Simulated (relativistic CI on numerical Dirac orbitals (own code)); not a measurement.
**Co³⁺ (3d6) in crystal fields: levels and magnetism**

How does a crystal field split the 3d6 shell of Co³⁺, and what follows for the ground state and χT? 6 fields tried.

The numbers are computed with relativistic CI on numerical Dirac orbitals (own code) version 1 (Dirac-Coulomb-Breit CI, KLI orbitals optimised for each configuration, model QED (radiative potential, 1s self-energy scaled to tabulated hydrogen-like ionisation energies), valence Slater integrals scaled by 0.9, one configuration in a parametric crystal field), except any that are marked as measured or tabulated.

### 1 The system

```
ion            : Co³⁺ (Co IV)
nuclear charge : 27
electrons      : 24
open shell     : 3d6
Slater scale   : 0.9
field 1 (cm⁻¹) : D4h, 10Dq = 8650, Ds = 2210, Dt = -190
field 2 (cm⁻¹) : D4h, 10Dq = 23850, Ds = 270, Dt = 880
field 3 (cm⁻¹) : Oh, 10Dq = 20000
field 4 (cm⁻¹) : Td, 10Dq = -7550
field 5 (cm⁻¹) : Td, 10Dq = -12300
field 6 (cm⁻¹) : Oh, 10Dq = 14750
```

The outer shells:

[Ar] 3d6
```
[Ar] core
3d [↑↓][↑ ][↑ ][↑ ][↑ ]
```

### 2 Field 1: D4h, 10Dq = 8650, Ds = 2210, Dt = -190

Settings, as recorded:

```ini
atom Co  Z=27  charge=3  electrons=24
nucleus A=59  rms_radius_fm=3.7875
hamiltonian dirac-coulomb  breit=on  qed=on  c_scale=1
orbitals kli  potential=per-configuration
slater_scale 0.9
correlation none
mixing on
configurations
  [Ar] 3d6
end
crystal_field D4h 10Dq=8650 Ds=2210 Dt=-190
```

### 3 Field 2: D4h, 10Dq = 23850, Ds = 270, Dt = 880

The settings differ from step 2 so:

```diff
@@ -10,2 +10,2 @@
 end
-crystal_field D4h 10Dq=8650 Ds=2210 Dt=-190
+crystal_field D4h 10Dq=23850 Ds=270 Dt=880
```

### 4 Field 3: Oh, 10Dq = 20000

The settings differ from step 3 so:

```diff
@@ -10,2 +10,2 @@
 end
-crystal_field D4h 10Dq=23850 Ds=270 Dt=880
+crystal_field Oh 10Dq=20000
```

### 5 Field 4: Td, 10Dq = -7550

The settings differ from step 4 so:

```diff
@@ -10,2 +10,2 @@
 end
-crystal_field Oh 10Dq=20000
+crystal_field Td 10Dq=-7550
```

### 6 Field 5: Td, 10Dq = -12300

The settings differ from step 5 so:

```diff
@@ -10,2 +10,2 @@
 end
-crystal_field Td 10Dq=-7550
+crystal_field Td 10Dq=-12300
```

### 7 Field 6: Oh, 10Dq = 14750

The settings differ from step 6 so:

```diff
@@ -10,2 +10,2 @@
 end
-crystal_field Td 10Dq=-12300
+crystal_field Oh 10Dq=14750
```

(Steps that only read results are left out.)

**Question.** What will these runs give? Wanted: ground spin.

**Answer**, as computed:

| field | ground state | degeneracy | S | J | first gap (cm⁻¹) | stabilisation (cm⁻¹) | χT at 2 K | χT at 300 K |
| --- | --- | --- | --- | --- | --- | --- | --- | --- |
| 1: D4h | E | 2 | 2.00 | 3.56 | 115 | -6127 | 3.154 | 3.806 |
| 2: D4h | A1 | 1 | 1.99 | 3.09 | 2 | -9339 | 1.796 | 3.234 |
| 3: Oh | A1 | 1 | 0.11 | 4.62 | 780 | -8626 | 0.001 | 0.489 |
| 4: Td | A1 | 1 | 2.00 | 3.24 | 24 | -4012 | 0.409 | 3.298 |
| 5: Td | A1 | 1 | 2.00 | 3.15 | 20 | -6845 | 0.452 | 3.182 |
| 6: Oh | T2 | 3 | 2.00 | 3.79 | 268 | -5746 | 3.146 | 4.174 |

χT is in cm³ K/mol; stabilisation counts from the free ion's lowest level; S and J come from the expectation values of their squares.

```
                           quantity                                                 value
ground spin (effective S from ⟨S²⟩)  1: 2.00, 2: 1.99, 3: 0.11, 4: 2.00, 5: 2.00, 6: 2.00
                        χT at 300 K                                0.49 to 4.17 cm³ K/mol
```

The ground spin ranges from 0.11 to 2.00 over these fields. Field 3 leaves a non-degenerate ground state well apart, so χT falls towards zero on cooling. The field is a set of parameters, without covalency or charge transfer.
